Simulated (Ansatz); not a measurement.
**ZrH4Se4: vertical ionisation energy**

The task here is to estimate one member of a computed series from the others.

Method: unrestricted cation, the program's frozen cores in correlated methods; program: Ansatz 0.2.0, Gaussian basis.

The runs, in order: UKS PBE-D4/def2-TZVPP; UKS r2SCAN-D4/def2-TZVPP; UKS PBE0-D4/def2-TZVPP; UKS B3LYP-D4/def2-TZVPP; UKS wB97X-V/def2-TZVPP; UKS wB97M-V/def2-TZVPP; UKS B2PLYP/def2-TZVPP; UHF-CCSD(T)/def2-TZVPP; UHF-MP2/def2-QZVPP; extrapolation to the limit; then −ε(HOMO) from the neutral's earlier runs with LDA (SPW92), PBE-D4, revPBE-D4, BLYP-D4, r2SCAN-D4, B97M-V, PBE0-D4, B3LYP-D4, r2SCANh-D4, r2SCAN0-D4, HSE06-D4, BHLYP-D4, CAM-B3LYP-D4, LC-ωPBE, ωB97X-V, ωB97M-V.

## Structure used throughout

All runs share one geometry, relaxed beforehand with PBE0-D4 in a triple-zeta def2 set. Zr takes the def2 core potential; no spin-orbit term is included.

SMILES `[SeH][Zr]([SeH])([SeH])[SeH]`, 9 atoms, charge 0, spin multiplicity 1.

Atoms are counted from 1 here; the program's logs count them from 0.

Bond lengths: Se1–Zr2 2.547 Å, Se1–H6 1.477 Å, Zr2–Se3 2.539 Å, Zr2–Se4 2.553 Å, Zr2–Se5 2.562 Å, Se3–H7 1.479 Å, Se4–H8 1.475 Å, Se5–H9 1.477 Å. Angles: Zr2–Se1–H6 86.2°, Se1–Zr2–Se3 107.9°, Se1–Zr2–Se4 107.1°, Se1–Zr2–Se5 110.5°, Se3–Zr2–Se4 108.2°, Se3–Zr2–Se5 109.3°, Se4–Zr2–Se5 113.7°, Zr2–Se3–H7 84.2°, Zr2–Se4–H8 88.0°, Zr2–Se5–H9 85.9°.

Geometry (Å):

```xyz
9
H4Se4Zr
Se   -0.49791   -0.23313   -2.54032
Zr   -0.28084   -0.15416   -0.00354
Se   -2.62124   -0.09019    0.97776
Se    0.82916   -2.33536    0.72448
Se    0.99683    1.94460    0.72071
H    -0.71579    1.22556   -2.46854
H    -1.91588   -0.13956    2.27716
H     2.13454   -1.68943    0.48831
H     2.07111    1.47167   -0.17601
```

The first run:

The input, in.yaml:

```yaml
crystal:
  periodic: [false, false, false]
  atoms:
    - {symbol: Se, position_ang: [-0.497907, -0.233128, -2.540318]}
    - {symbol: Zr, position_ang: [-0.280835, -0.154157, -0.003536]}
    - {symbol: Se, position_ang: [-2.621240, -0.090195, 0.977760]}
    - {symbol: Se, position_ang: [0.829159, -2.335358, 0.724478]}
    - {symbol: Se, position_ang: [0.996834, 1.944604, 0.720707]}
    - {symbol: H, position_ang: [-0.715793, 1.225561, -2.468544]}
    - {symbol: H, position_ang: [-1.915877, -0.139564, 2.277158]}
    - {symbol: H, position_ang: [2.134543, -1.689430, 0.488308]}
    - {symbol: H, position_ang: [2.071114, 1.471666, -0.176012]}
basis:
  gaussian: {orbitals: def2-TZVPP}
total_charge: 1
magnetization: {spin_polarized: true, initial_magnetization: 1}
hamiltonian: {xc: pbe, dispersion: d4}
```

Launch:

```sh
$ ansatz run in.yaml --threads 4 --pin off --events-out ev --progress --plain --max-ram 66560MiB --backend cuda --devices 0, --max-vram 37GiB
```

Among the steps run: Cation, UKS PBE-D4/def2-TZVPP; Cation, UKS r2SCAN-D4/def2-TZVPP; Cation, UKS PBE0-D4/def2-TZVPP; Cation, UKS B3LYP-D4/def2-TZVPP; Cation, UKS wB97X-V/def2-TZVPP; Cation, UKS wB97M-V/def2-TZVPP; Cation, UKS B2PLYP (frozen core)/def2-TZVPP; Cation, UHF-CCSD(T)/def2-TZVPP; Cation, UHF-MP2/def2-QZVPP.

One table of the session follows, with a row left open; its other results are not shown here.

For comparison, −ε(HOMO) of the neutral from earlier runs:

```
  functional  −ε(HOMO) (eV)
 LDA (SPW92)           6.49
      PBE-D4           6.33
   revPBE-D4           6.27
     BLYP-D4           6.13
   r2SCAN-D4           6.62
      B97M-V           6.63
     PBE0-D4           7.42
    B3LYP-D4           7.17
  r2SCANh-D4           7.02
  r2SCAN0-D4           7.62
    HSE06-D4           7.03
    BHLYP-D4              ?
CAM-B3LYP-D4           8.64
     LC-ωPBE           9.99
     ωB97X-V           9.65
     ωB97M-V           9.50
```

**Question.** Estimate the row for BHLYP-D4.

Worked estimate for «−ε(HOMO) (eV)». Against the share of exact exchange, BLYP-D4 (0, 6.13), B3LYP-D4 (0.2, 7.17) give a slope of 5.20 per unit share; at 0.5 the line stands at 8.73.

The run gave: −ε(HOMO) (eV): 8.34. In «−ε(HOMO) (eV)» the line misses by +0.39.

Caveats from the session: The cation may have settled in a state other than its lowest; no search over hole states beyond the program's own was made.
